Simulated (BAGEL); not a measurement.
**CH2BFN− (SMILES N#C[BH2-]F): HF/6-311+G(d,p) (density fitting with qzvpp-jkfit)**

What is the vertical singlet–triplet gap of CH2BFN− at HF/6-311+G** (density fitting with qzvpp-jkfit)? 

Program for the calculation: BAGEL 1.2.2.

5 further runs of the same task are left out: 4 that didn't finish, 1 set aside as unsound or not needed.

### Step 1. The structure to begin with

The species is CH2BFN− (6 atoms), meant as a singlet with charge -1. As SMILES, `N#C[BH2-]F`. The shape is that of a GFN2-xTB optimisation.

Bond lengths: N1–C2 1.156 Å, C2–B3 1.571 Å, B3–F4 1.445 Å, B3–H5 1.222 Å, B3–H6 1.222 Å. Angles: N1–C2–B3 177.0°, C2–B3–F4 110.2°, C2–B3–H5 108.7°, C2–B3–H6 108.7°, F4–B3–H5 108.8°, F4–B3–H6 108.8°, H5–B3–H6 111.7°.

### Step 2. A single-point energy at HF/6-311+G(d,p) (density fitting with qzvpp-jkfit)

job.json reads:

```json
{ "bagel" : [

{
  "title" : "molecule",
  "basis" : "6-311+gss.json",
  "df_basis" : "qzvpp-jkfit",
  "angstrom" : true,
  "geometry" : [
    { "atom" : "N", "xyz" : [       0.722410,      -1.937290,       0.820490 ] },
    { "atom" : "C", "xyz" : [       0.334710,      -0.937190,       0.389970 ] },
    { "atom" : "B", "xyz" : [      -0.120860,       0.456860,      -0.171960 ] },
    { "atom" : "F", "xyz" : [      -1.451330,       0.359680,      -0.727330 ] },
    { "atom" : "H", "xyz" : [       0.651130,       0.794000,      -1.057090 ] },
    { "atom" : "H", "xyz" : [      -0.136070,       1.263930,       0.745910 ] }
  ]
},

{
  "title" : "hf",
  "charge" : -1
},

{
  "title" : "print",
  "file" : "orbitals.molden",
  "orbitals" : true
}

]}
```

The basis set 6-311+G** is read from a file made from the Basis Set Exchange's data (not shown).

Started as:

```bash
BAGEL_NUM_THREADS=1 BAGEL job.json > job.out
```

Output:

```text
* using 1 threads per process

  ===============================================================
  ===============================================================

  *** Geometry ***

  { "atom" : "N", "xyz" : [      1.365157,     -3.660948,      1.550501 ] },
  { "atom" : "C", "xyz" : [      0.632510,     -1.771032,      0.736936 ] },
  { "atom" : "B", "xyz" : [     -0.228392,      0.863340,     -0.324957 ] },
  { "atom" : "F", "xyz" : [     -2.742616,      0.679697,     -1.374455 ] },
  { "atom" : "H", "xyz" : [      1.230457,      1.500443,     -1.997611 ] },
  { "atom" : "H", "xyz" : [     -0.257135,      2.388482,      1.409566 ] },

  Number of auxiliary basis functions:      340

  Since a DF basis is specified, we compute 2- and 3-index integrals:
    o Being stored without compression. Storage requirement is 0.027 GB

  Number of basis functions:      100
  Number of electrons      :       29

    * METHOD: MOLECULE                             0.13

  *** RHF ***

  === Nuclear Repulsion ===
    87.6306700846

      * DIIS with orbital gradients will be used.

  === RHF iteration (6-311+gss.json) ===
      0       -217.35214572          0.03464938           0.04
      1       -217.55802766          0.02725356           0.03
      2       -217.75002011          0.00325115           0.03
      3       -217.75354202          0.00153243           0.03
      4       -217.75431703          0.00034003           0.03
      5       -217.75436191          0.00008747           0.03
      6       -217.75436675          0.00002610           0.03
      7       -217.75436740          0.00000764           0.03
      8       -217.75436746          0.00000386           0.03
      9       -217.75436747          0.00000207           0.03
     10       -217.75436748          0.00000115           0.03
     11       -217.75436748          0.00000039           0.04
     12       -217.75436748          0.00000014           0.03
     13       -217.75436748          0.00000007           0.03
     14       -217.75436748          0.00000002           0.03
     15       -217.75436748          0.00000001           0.03
    * SCF iteration converged.

    * Permanent dipole moment:
           (    0.173701,    -0.134081,     0.111513) a.u.

    * METHOD: HF                                   0.66

    * METHOD: PRINT                                0.02

  ===============================================================
```

It took 0.95 s on 1 thread of Arm Neoverse V1, shared host; peak memory 0.096 GiB.

### Step 3. The triplet at the same level

calc.json reads:

```json
{ "bagel" : [

{
  "title" : "molecule",
  "basis" : "6-311+gss.json",
  "df_basis" : "qzvpp-jkfit",
  "angstrom" : true,
  "geometry" : [
    { "atom" : "N", "xyz" : [    0.722410,   -1.937290,    0.820490 ] },
    { "atom" : "C", "xyz" : [    0.334710,   -0.937190,    0.389970 ] },
    { "atom" : "B", "xyz" : [   -0.120860,    0.456860,   -0.171960 ] },
    { "atom" : "F", "xyz" : [   -1.451330,    0.359680,   -0.727330 ] },
    { "atom" : "H", "xyz" : [    0.651130,    0.794000,   -1.057090 ] },
    { "atom" : "H", "xyz" : [   -0.136070,    1.263930,    0.745910 ] }
  ]
},
{ "title" : "rohf", "charge" : -1, "nopen" : 2 },
{ "title" : "print", "file" : "orbitals.molden", "orbitals" : true }

]}
```

The basis set 6-311+G** is read from a file made from the Basis Set Exchange's data (not shown).

Started as:

```bash
BAGEL_NUM_THREADS=1 BAGEL calc.json > calc.out
```

Output:

```text
* using 1 threads per process

  ===============================================================
  ===============================================================

  *** Geometry ***

  { "atom" : "N", "xyz" : [      1.365157,     -3.660948,      1.550501 ] },
  { "atom" : "C", "xyz" : [      0.632510,     -1.771032,      0.736936 ] },
  { "atom" : "B", "xyz" : [     -0.228392,      0.863340,     -0.324957 ] },
  { "atom" : "F", "xyz" : [     -2.742616,      0.679697,     -1.374455 ] },
  { "atom" : "H", "xyz" : [      1.230457,      1.500443,     -1.997611 ] },
  { "atom" : "H", "xyz" : [     -0.257135,      2.388482,      1.409566 ] },

  Number of auxiliary basis functions:      340

  Since a DF basis is specified, we compute 2- and 3-index integrals:
    o Being stored without compression. Storage requirement is 0.027 GB

  Number of basis functions:      100
  Number of electrons      :       29

    * METHOD: MOLECULE                             0.13

  *** Open-shell HF ***

  === Nuclear Repulsion ===
    87.6306700846

      * DIIS with orbital gradients will be used.

  === ROHF iteration (6-311+gss.json) ===
      0       -216.87390398          0.07742149           0.07
      1       -216.63146913          0.10020762           0.07
      2       -216.23337464          0.10683842           0.07
      3       -217.44723597          0.02220318           0.07
      4       -217.49339310          0.00803724           0.07
      5       -217.50218942          0.00247307           0.07
      6       -217.50780119          0.00200225           0.07
      7       -217.50986576          0.00187198           0.07
      8       -217.51140349          0.00173247           0.07
      9       -217.51107916          0.00172334           0.07
     10       -217.51108535          0.00172504           0.07
     11       -217.51432980          0.00173595           0.07
     12       -217.51503564          0.00169049           0.07
     13       -217.51871619          0.00115116           0.07
     14       -217.51944939          0.00124748           0.07
     15       -217.52021637          0.00087226           0.07
     16       -217.52075357          0.00022192           0.07
     17       -217.52093659          0.00016233           0.07
     18       -217.52092270          0.00004789           0.07
     19       -217.52094593          0.00003487           0.07
     20       -217.52095166          0.00002812           0.07
     21       -217.52095411          0.00002145           0.07
     22       -217.52095694          0.00002115           0.07
     23       -217.52095770          0.00002106           0.07
     24       -217.52095857          0.00002090           0.07
     25       -217.52095834          0.00002064           0.07
     26       -217.52095839          0.00002031           0.07
     27       -217.52095847          0.00002021           0.07
     28       -217.52095856          0.00002051           0.07
     29       -217.52095886          0.00002067           0.07
     30       -217.52095902          0.00001960           0.07
     31       -217.52095873          0.00001906           0.07
     32       -217.52095848          0.00001891           0.07
     33       -217.52095863          0.00001920           0.07
     34       -217.52095869          0.00001853           0.07
     35       -217.52095817          0.00001672           0.07
     36       -217.52095757          0.00001447           0.07
     37       -217.52095709          0.00001112           0.07
     38       -217.52095663          0.00000594           0.07
     39       -217.52095752          0.00000385           0.07
     40       -217.52095773          0.00000295           0.07
     41       -217.52095766          0.00000230           0.07
     42       -217.52095769          0.00000214           0.07
     43       -217.52095763          0.00000220           0.07
     44       -217.52095778          0.00000226           0.07
     45       -217.52095765          0.00000229           0.07
     46       -217.52095767          0.00000222           0.07
     47       -217.52095767          0.00000216           0.07
     48       -217.52095763          0.00000208           0.07
     49       -217.52095772          0.00000215           0.07
     50       -217.52095763          0.00000217           0.07
     51       -217.52095764          0.00000225           0.07
     52       -217.52095769          0.00000212           0.07
     53       -217.52095766          0.00000178           0.07
     54       -217.52095764          0.00000135           0.07
     55       -217.52095761          0.00000098           0.07
     56       -217.52095764          0.00000077           0.07
     57       -217.52095763          0.00000054           0.07
     58       -217.52095764          0.00000042           0.07
     59       -217.52095765          0.00000027           0.07
     60       -217.52095765          0.00000014           0.07
     61       -217.52095765          0.00000010           0.07
     62       -217.52095765          0.00000008           0.07
     63       -217.52095765          0.00000008           0.07
     64       -217.52095765          0.00000008           0.07
     65       -217.52095765          0.00000007           0.07
     66       -217.52095765          0.00000006           0.07
     67       -217.52095765          0.00000005           0.07
     68       -217.52095765          0.00000003           0.07
     69       -217.52095765          0.00000002           0.07
     70       -217.52095764          0.00000001           0.07
    * SCF iteration converged.

    * S^2 (ROHF) is 2.0000

    * Permanent dipole moment:
           (    2.046726,     2.171839,     0.321237) a.u.

    * METHOD: ROHF                                 5.12

    * METHOD: PRINT                                0.03

  ===============================================================
```

It took 5.4 s on 1 thread of Arm Neoverse V1, shared host; peak memory 0.096 GiB.

### Step 4. Summary of results

Level: HF/6-311+G** (density fitting with qzvpp-jkfit).

| quantity | value |
| --- | --- |
| singlet: total energy | -217.75437 Eh |
| singlet: HOMO energy | -6.12 eV |
| singlet: LUMO energy | 4.96 eV |
| singlet: HOMO–LUMO gap (to an unbound level, set by the basis) | 11.08 eV |
| triplet: total energy | -217.52096 Eh |
| triplet: ⟨S²⟩ | 2.000 |
| vertical energy of the triplet above the singlet | 6.351 eV |

In words: At this shape the triplet lies 6.35 eV (613 kJ/mol) above the singlet. For an anion a state so high probably lies above electron detachment.
